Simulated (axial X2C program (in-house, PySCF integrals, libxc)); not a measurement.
# HTaH: bond lengths and stretches, held linear

The task here is to estimate one member of a computed series from the others.

Program: an in-house X2C program for linear molecules on PySCF integrals. Level of theory: all-electron X2C, two-component (2c) or spin-free, H dyall-v3z, Ta dyall-v3z. These are calculated values, not measurements.

All values are calculated.

2 further runs of the same task are left out: 2 set aside as unsound or not needed.

Set-up of the first run:

task.json reads:

```json
{"zs": [1, 73, 1], "q": 0, "bas": ["dyall-v3z", "dyall-v3z", "dyall-v3z"], "r0": [1.78, 1.78], "symm": 1, "scan": ["PBE0", "HF", "BHandHLYP"], "levels": ["PBE0", "HF", "BHandHLYP"], "nst": 2}
```

Keys: zs atomic numbers; q charge; bas basis sets; r0 starting distance in Å; symm equal bonds; scan levels of the two-bond scan (MP2 follows by itself at each HF point); levels methods; nst determinants followed.

Run with:

```sh
> python solin.py task.json out
```

Masses H 1.008, Ta 180.948, H 1.008 u.

Among the steps run: Scan at PBE0, 2c; Scan at HF, 2c; Scan at BHandHLYP, 2c.

One of the session's tables, all rows but one given; the rest of the session is left out.

```
               level  r(H–Ta) (Å)  r(Ta–H) (Å)  lower stretch (cm⁻¹)  upper stretch (cm⁻¹)
            PBE0, 2c        1.879        1.879                1546.3                1735.7
              HF, 2c        1.898        1.898                1563.9                1758.4
       BHandHLYP, 2c        1.877        1.877                1568.3                1761.3
             MP2, 2c        1.870        1.870                1609.4                1795.6
     PBE0, spin-free        1.882        1.882                1545.1                1738.3
       HF, spin-free        1.901        1.901                1562.2                1760.7
BHandHLYP, spin-free            ?            ?                     ?                     ?
      MP2, spin-free        1.872        1.872                1609.0                1799.4
```

**Question.** Estimate the row for BHandHLYP, spin-free.

The run gave: r(H–Ta) (Å): 1.880; r(Ta–H) (Å): 1.880; lower stretch (cm⁻¹): 1568.5; upper stretch (cm⁻¹): 1765.4. In the column «r(H–Ta) (Å)» it lies between PBE0, 2c (1.879) and PBE0, spin-free (1.882).

Scans not shown above were run alike.

MP2 freezes inner shells (threshold -2 hartree). The molecule was held linear; bending was not examined, so a bent shape may lie lower. Note: several unpaired electrons, one determinant need not be a pure state.
